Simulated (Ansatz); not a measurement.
a series on the perovskite structure: LiAuF3, KAuF3, CsAuF3: a table of relaxed lattice constants and trends, run with the Ansatz DFT code, driven from Python.

Script `series_liauf3.py`:
```python
"""Element substitution on the perovskite prototype."""

import warnings

import ansatz as az
import numpy as np


def perovskite(first, second, third, a):
    return (
        az.Lattice.cubic(a)
        .space_group(221)
        .atom(first, (0, 0, 0))
        .atom(second, (0.5, 0.5, 0.5))
        .atom(third, (0.5, 0.5, 0))
    )


def run_phase(name, crystal, relax=True):
    calc = (
        crystal.calculation()
        .functional(az.Functional.PBESOL)
        .basis(500)
        .kpoints(spacing=0.3)
        .occupations("gaussian", width=0.05)
        .stress()
        .band_table()
    )
    if relax:
        calc = calc.relax(force_tolerance=0.02, cell=True)
    return calc.run()

def bulk_modulus(name, outcome, step=0.01):
    # B = -V dP/dV from the pressures of two uniformly scaled cells, atoms held at their fractions
    pressure = []
    for factor in (1 - step, 1.0, 1 + step):
        cell = az.Crystal(lattice=az.Lattice.of(outcome.lattice.cell_ang * factor ** (1 / 3)))
        for site in outcome.report["lattice"]["sites"]:
            cell = cell.atom(site["symbol"], site["position_frac"])
        pressure.append(np.trace(run_phase(name, cell, relax=False).report["stress_gpa"]) / 3)
    slope, bend = (pressure[0] - pressure[2]) / (2 * step), abs(pressure[0] + pressure[2] - 2 * pressure[1])
    # a jump of mesh or basis between the cells shows as a kink: no modulus then
    return float(slope) if bend < 12 * step**2 * abs(slope) + 0.15 and abs(pressure[1]) < 1.5 else float("nan")


def volume_per_atom(outcome):
    return abs(np.linalg.det(outcome.lattice.cell_ang)) / len(outcome.lattice.sites)

# the lattice constants below are starting guesses
warnings.simplefilter("ignore", az.DeckWarning)

phases = {}
phases["LiAuF3"] = perovskite("Li", "Au", "F", 3.58)
phases["KAuF3"] = perovskite("K", "Au", "F", 4.25)
phases["CsAuF3"] = perovskite("Cs", "Au", "F", 4.57)

done = {}
for name, crystal in phases.items():
    try:
        done[name] = run_phase(name, crystal)
    except az.NonConvergedError as error:
        print(name, "did not converge:", str(error)[:120])

rows = [(name, float(np.linalg.norm(o.lattice.cell_ang[0])), volume_per_atom(o), bulk_modulus(name, o)) for name, o in done.items()]
print("  compound       a (A)  V (A^3/atom)     B (GPa)")
for row in rows:
    print(f"{str(row[0]):>10}  {row[1]:10.3f}  {row[2]:12.3f}  {row[3]:10.0f}")
```

Rank the compounds by their relaxed volume per atom.

From smallest to largest: LiAuF3 (16.62 Å³), KAuF3 (17.02 Å³) and CsAuF3 (17.79 Å³). The largest is 7 % above the smallest.

What the script printed:

`python series_liauf3.py` gives:
```text
  compound       a (A)  V (A^3/atom)     B (GPa)
    LiAuF3       4.364        16.623          70
     KAuF3       4.399        17.021          69
    CsAuF3       4.464        17.786          69
```

Notes:
- A cell here holds an odd number of electrons and is run without spin, so a magnetic state may lie lower.
- The bulk modulus is taken at fixed shape and positions, an upper value where these are free.
- Pressure is positive in compression.
- Spin-orbit coupling, which matters for elements this heavy, is left out.
- The cells are built on a prototype by substitution; a member may or may not take this structure in nature.
- Run time: 67 s on 1 thread of Arm Neoverse V2 (shared host), peak memory 0.49 GiB.

(Lines on the test bed's own set-up are left out of the output.)
